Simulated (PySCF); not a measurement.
# [TaS2]-: singlet, from a linear start

The task is one start of a wider search on [TaS2]-: the singlet, from a linear start. It is relaxed, tested by its Hessian and followed downhill if it is a saddle.

Program: PySCF 2.14.0. Level of theory: PBE0, basis Ta def2-TZVPD with ECP60, S def2-TZVPD, scalar-relativistic core potentials, no spin–orbit coupling, density fitting. These are calculated values, not measurements.

### Step 1. The starting structure

3 atoms, charge -1, spin multiplicity 1.

Bond lengths: Ta1–S2 2.200 Å, Ta1–S3 2.200 Å. Angles: S2–Ta1–S3 180.0°.

```xyz
3
charge -1 multiplicity 1
Ta    0.0000    0.0000    0.0000
S     0.0000    0.0000    2.2000
S     0.0000    0.0000   -2.2000
```

### Step 2. Finding the electronic state

The steps below are one call of a driver around PySCF. For each, scf.py gives the equivalent set-up of the SCF; relaxations use the driver's own optimiser. After this first run the driver tries any further starts and a stability analysis.

scf.py reads:

```python
from pyscf import gto, scf, dft
mol = gto.M(atom='''
Ta     0.000000     0.000000     0.000000
S      0.000000     0.000000     2.200000
S      0.000000     0.000000    -2.200000''',
    basis={'Ta': 'def2-TZVPD', 'S': 'def2-TZVPD'},
    ecp={'Ta': 'def2-TZVPD'},
    charge=-1, spin=0)
mf = dft.RKS(mol, xc='PBE0')
mf.grids.atom_grid = (50, 194)
aux = {'Ta': 'def2-universal-JKFIT', 'S': 'def2-universal-JKFIT'}
mf = mf.density_fit(auxbasis=aux)
mf.conv_tol = 1e-08
mf.diis_space = 10
mf.max_cycle = 60
mf.init_guess = 'minao'
mf.verbose = 4
mf.kernel()
```

On the command line:

```
> OMP_NUM_THREADS=4 python axn.py task.json out
```

The runs that follow: Relaxation: linear start, singlet; Is it a minimum? Harmonic modes; Leaving the saddle point; Frequencies; A spin-polarised start; Is it a minimum? Harmonic modes.

Q: Predict the outcome of this session. Wanted: minimum; geometry; wavenumbers; dipole moment; highest occupied, lowest empty level; polar-tensor charge of Ta1; zero-point energy; ⟨S²⟩.

**Answer**, as computed:

| quantity | value |
| --- | --- |
| minimum | broken-symmetry (Ms = 0), C2v |
| geometry | Ta–S 2.196 Å (×2); S–Ta–S 119.7° |
| wavenumbers (cm⁻¹) | 121, 485, 496 |
| dipole moment (centre of mass) | 3.06 D |
| highest occupied, lowest empty level (either spin) | -1.20, 1.86 eV |
| polar-tensor charge of Ta1 | +0.62 e |
| zero-point energy | 6.6 kJ/mol |
| entropy at 298.15 K | 301.8 J/(mol K) |
| ⟨S²⟩ | 0.691 |

In words: From D∞h at the start the molecule goes to a C2v minimum, after a stop at a second-order saddle point 87.7 kJ/mol higher, from which it was pushed off along an imaginary mode. The determinant is spin-contaminated (⟨S²⟩ = 0.69 against 0.00), so it is no pure spin state. The strongest infrared band lies at 485 cm⁻¹ (stretch). Other starts or spin states, not run here, may lie lower. The SCF density has lower symmetry than the nuclear frame. With an element this heavy the missing spin–orbit coupling can shift these numbers.
